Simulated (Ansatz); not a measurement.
# CH3Te: the cost of one run

Method: single points in def2-TZVPPD; program: Ansatz 0.2.0, Gaussian basis.

Correlated methods freeze the cores. Filled d shells of the heavier atoms are correlated. Core potentials replace the inner electrons past krypton, and spin-orbit coupling is left out.

### Step 1. The starting structure

SMILES `[CH2-][TeH]`, 5 atoms, charge -1, spin multiplicity 1.

Atoms are counted from 1 here; the program's logs count them from 0.

Bond lengths: C1–Te2 2.411 Å, C1–H3 1.105 Å, C1–H4 1.093 Å, Te2–H5 1.622 Å. Angles: Te2–C1–H3 92.9°, Te2–C1–H4 86.7°, H3–C1–H4 99.3°, C1–Te2–H5 105.3°.

Geometry (Å):

```xyz
5
charge -1, multiplicity 1
C    -0.6249   -1.0822    0.2656
Te    1.1432    0.5565    0.2730
H    -1.3417   -0.3922    0.7460
H    -0.7900   -0.8078   -0.7798
H     0.6615    1.7116   -0.7581
```

### Step 2. PBE-D4/def2-TZVPPD

File run/in.yaml:

```yaml
crystal:
  periodic: [false, false, false]
  atoms:
    - {symbol: C, position_ang: [-0.624889, -1.082216, 0.265606]}
    - {symbol: Te, position_ang: [1.143226, 0.556522, 0.272992]}
    - {symbol: H, position_ang: [-1.341720, -0.392224, 0.746040]}
    - {symbol: H, position_ang: [-0.790012, -0.807787, -0.779758]}
    - {symbol: H, position_ang: [0.661469, 1.711601, -0.758075]}
basis:
  gaussian: {orbitals: "def2-TZVPPD.json"}
total_charge: -1
hamiltonian: {xc: pbe, dispersion: d4}
output: {forces: true}
```

The basis file named in the input lies beside it (Basis Set Exchange, JSON).

Launch:

```bash
> ansatz run in.yaml --threads 2 --pin off --events-out ev --progress --plain --max-ram 3481MiB
```

**Question.** How long does this run take on 2 threads of Intel Xeon Platinum 8488C, shared host, and how much memory does it need?

About 1.2 s, with a peak of 0.15 GiB.
